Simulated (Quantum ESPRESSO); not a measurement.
A calculation with Quantum ESPRESSO 7.5 of Cd2Si (ASE script, Cartesian positions):

run.py

```python
import numpy as np
from ase.calculators.espresso import Espresso, EspressoProfile
from ase.io import read

atoms = read('Cd2Si.xyz')

input_data = {
    'control': {'calculation': 'scf', 'prefix': 'pwscf', 'outdir': './tmp', 'tprnfor': True, 'tstress': True, 'disk_io': 'nowf'},
    'system': {'ecutwfc': 60.0, 'ecutrho': 480.0, 'nbnd': 21, 'occupations': 'smearing', 'smearing': 'fd', 'degauss': 0.00367493},
    'electrons': {'conv_thr': 6e-10, 'electron_maxstep': 120, 'mixing_beta': 0.5},
}
pseudopotentials = {'Si': 'Si.pbe-n-rrkjus_psl.1.0.0.UPF', 'Cd': 'Cd.pbe-dn-rrkjus_psl.0.3.1.UPF'}
profile = EspressoProfile(command='pw.x', pseudo_dir='pseudo')
dft = Espresso(profile=profile, input_data=input_data, pseudopotentials=pseudopotentials, kpts=(10, 10, 10), koffset=(0, 0, 0))
atoms.calc = dft

print(f'energy {atoms.get_potential_energy():.8f} eV')
print('forces (eV/A)')
print(np.round(atoms.get_forces(), 6))
print('stress (eV/A^3, Voigt)')
print(np.round(atoms.get_stress(), 8))
print(f'Fermi level {dft.get_fermi_level():.4f} eV')
```

File Cd2Si.xyz:

```xyz
3
Lattice="0.0000000000 2.3613173000 7.0944219000 1.7407272100 0.0000000000 7.0944219000 1.7407272100 2.3613173000 0.0000000000" Properties=species:S:1:pos:R:3 pbc="T T T"
Cd     1.7407272100      2.3613173000      4.8047823648
Cd     1.7407272100      2.3613173000      9.3840614352
Si     0.0000000000      0.0000000000      0.0000000000
```

Potentials or basis: SSSP 1.3 efficiency PBE.

Launch:

```console
$ OMP_NUM_THREADS=1 python run.py
```

The cell was built by a generator and needn't be a form met in nature.

**Question.** Write the same calculation in another form: native input, structure typed inline.

**Answer.** As run:

pw.in

```
&CONTROL
  calculation = 'scf'
  prefix = 'pwscf'
  outdir = './tmp'
  pseudo_dir = './pseudo'
  tprnfor = .true.
  tstress = .true.
  disk_io = 'nowf'
/
&SYSTEM
  ibrav = 0
  nat = 3
  ntyp = 2
  ecutwfc = 60
  ecutrho = 480
  nbnd = 21
  occupations = 'smearing'
  smearing = 'fd'
  degauss = 0.00367493
/
&ELECTRONS
  conv_thr = 6d-10
  electron_maxstep = 120
  mixing_beta = 0.5
/
ATOMIC_SPECIES
Cd   112.4140 Cd.pbe-dn-rrkjus_psl.0.3.1.UPF
Si    28.0850 Si.pbe-n-rrkjus_psl.1.0.0.UPF
CELL_PARAMETERS angstrom
   0.0000000000    2.3613173000    7.0944219000
   1.7407272100    0.0000000000    7.0944219000
   1.7407272100    2.3613173000    0.0000000000
ATOMIC_POSITIONS crystal
Cd     0.3386310000    0.3386310000    0.6613690000
Cd     0.6613690000    0.6613690000    0.3386310000
Si     0.0000000000    0.0000000000    0.0000000000
K_POINTS automatic
10 10 10 0 0 0
```

Potentials or basis: SSSP 1.3 efficiency PBE.

Command:

```sh
$ OMP_NUM_THREADS=1 pw.x -in pw.in > pw.out
```

Both were run:

|  | ASE script, Cartesian positions | native input, structure typed inline |
| --- | --- | --- |
| Pressure | 5.1 GPa | 5.1 GPa |
| Largest force | 0.110 eV/Å | 0.110 eV/Å |
| Band gap on the k mesh | none (metal or under the smearing width) | none (metal or under the smearing width) |

Keys that steer only the numerical path or the files written may differ.
